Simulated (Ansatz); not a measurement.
**Sb: how well frozen cores do**

Aim: solve Sb at one geometry with LAPW, all electrons, frozen-core PAW and all-electron PAW on datasets made for the crystal, and see where they agree.

Method: DFT LDA, scalar-relativistic, in Ansatz 0.2.0.

### 1 The system as given

It takes space group R-3m (No. 166, trigonal). Conventional cell: a = 4.301 Å, b = 4.301 Å, c = 11.232 Å, α = 90.00°, β = 90.00°, γ = 120.00°. Sb (site symmetry 3m) is surrounded by 3 Sb at 2.90 Å.

Coordinates:

```cif
data_structure
_symmetry_space_group_name_H-M 'R-3m:H'
_symmetry_Int_Tables_number 166
_cell_length_a 4.3012
_cell_length_b 4.3012
_cell_length_c 11.2320
_cell_angle_alpha 90.000
_cell_angle_beta 90.000
_cell_angle_gamma 120.000
_cell_volume 179.96
loop_
_atom_site_label
_atom_site_type_symbol
_atom_site_symmetry_multiplicity
_atom_site_Wyckoff_symbol
_atom_site_fract_x
_atom_site_fract_y
_atom_site_fract_z
_atom_site_occupancy
Sb1 Sb 6 c 0.00000 0.00000 0.23364 1
```

The file gives the conventional cell by its symmetry; the runs use the cell typed in the input.

Structure: COD 9009654, as refined from experiment and not relaxed.

Atoms are numbered in the order of the input: Sb1, Sb2.

### 2 LAPW, all electrons

Input file input.yaml:

```yaml
crystal:
  lattice:
    - [2.150600332, 1.2416496806, 3.744]
    - [-2.150600332, 1.2416496806, 3.744]
    - [0.0, -2.4832993611, 3.744]
  atoms:
    - { symbol: Sb, position: [0.23364, 0.23364, 0.23364] }
    - { symbol: Sb, position: [0.76636, 0.76636, 0.76636] }
kpoints:
  mp_grid: { grid: [12, 12, 12] }
  band_path:
    path:
      - [0.0, 0.0, 0.0]
      - [0.5, 0.5, 0.5]
      - [0.7600111779, 0.2399888221, 0.5]
      - [0.5, -0.2399888221, 0.2399888221]
      - [0.5, 0.0, 0.0]
      - [0.0, 0.0, 0.0]
      - [0.369994411, -0.369994411, 0.0]
      - [0.630005589, 0.0, 0.369994411]
      - [0.5, 0.0, 0.5]
    npoints: 14
scf:
  occupations: { method: fermi_dirac, width: 0.03 }
hamiltonian:
  xc: lda
  pseudopotentials: { kind: all_electron, lapw: { basis_error: 0.0005 } }
output:
  forces: true
  stress: true
  eigenvalues: true
  fatbands: true
  populations: true
  dos: { projected: true, de: 0.2, e_range: [-14, 8] }
```

On the command line:

```sh
$ ansatz run input.yaml --threads 1 --pin off --max-ram 3072MiB --backend cpu --events-out ev --progress --plain --runs-dir out
```

### 3 Frozen-core PAW

Edit input.yaml of step 2 so:

```diff
@@ -26,3 +26,3 @@
   xc: lda
-  pseudopotentials: { kind: all_electron, lapw: { basis_error: 0.0005 } }
+  pseudopotentials: { kind: paw }
 output:
@@ -31,4 +31,9 @@
   eigenvalues: true
-  fatbands: true
+  efg: { contact_densities: true }
   populations: true
+  bader: true
   dos: { projected: true, de: 0.2, e_range: [-14, 8] }
+  write_density: true
+  write_potential: true
+  elf: true
+  volumetric_format: npy
```

### 4 All-electron PAW on datasets made for the crystal

Edit input.yaml of step 3 so:

```diff
@@ -21,3 +21,3 @@
       - [0.5, 0.0, 0.5]
-    npoints: 14
+    npoints: 8
 scf:
@@ -26,3 +26,3 @@
   xc: lda
-  pseudopotentials: { kind: paw }
+  pseudopotentials: { kind: all_electron, datasets: crystal }
 output:
@@ -32,8 +32 @@
   efg: { contact_densities: true }
-  populations: true
-  bader: true
-  dos: { projected: true, de: 0.2, e_range: [-14, 8] }
-  write_density: true
-  write_potential: true
-  elf: true
-  volumetric_format: npy
```

(Steps that only read results are left out.)

Before running it: what results should come out? Wanted: pressure; gap; largest force; Bader charges; highest ELF.

As calculated:

```
           quantity                                               value
           pressure   LAPW -0.82, PAW -0.84, crystal datasets -0.82 GPa
         gap (LAPW)                                                none
      largest force  LAPW 0.071, PAW 0.070, crystal datasets 0.071 eV/Å
Bader charges (PAW)                                         Sb1 +0.00 e
  highest ELF (PAW)                                0.65, 1.45 Å from Sb
```

**Reading.** The pressure of -0.8 GPa pushes the cell to shrink, with the atoms held in place. Bands reach the Fermi level, so no gap opens at this level of theory, which can close a small real gap. Spin-orbit coupling is left out of this run, though the cell holds Sb; it can open or close small gaps. Sb 5p carries the largest share, 81 %, of the projected states within 0.3 eV of the Fermi level. The projection holds only the free atom's occupied shells (Sb 5s, Sb 5p in this range). The field gradient at Sb1, the largest by crystal datasets, is -4.67 by PAW and -4.69 by crystal datasets (10²¹ V/m²), within 5 %. No spin–orbit coupling: at heavy atoms the gradients can be off by tens of per cent for that reason. In pressure, PAW differs from LAPW by -0.03 GPa. The forces differ by at most 2 meV/Å in a component, on a largest force of 0.071 eV/Å. The price, with the outputs that each input asks for: 78 s for LAPW against 27 s for PAW, about 2.9 to one.
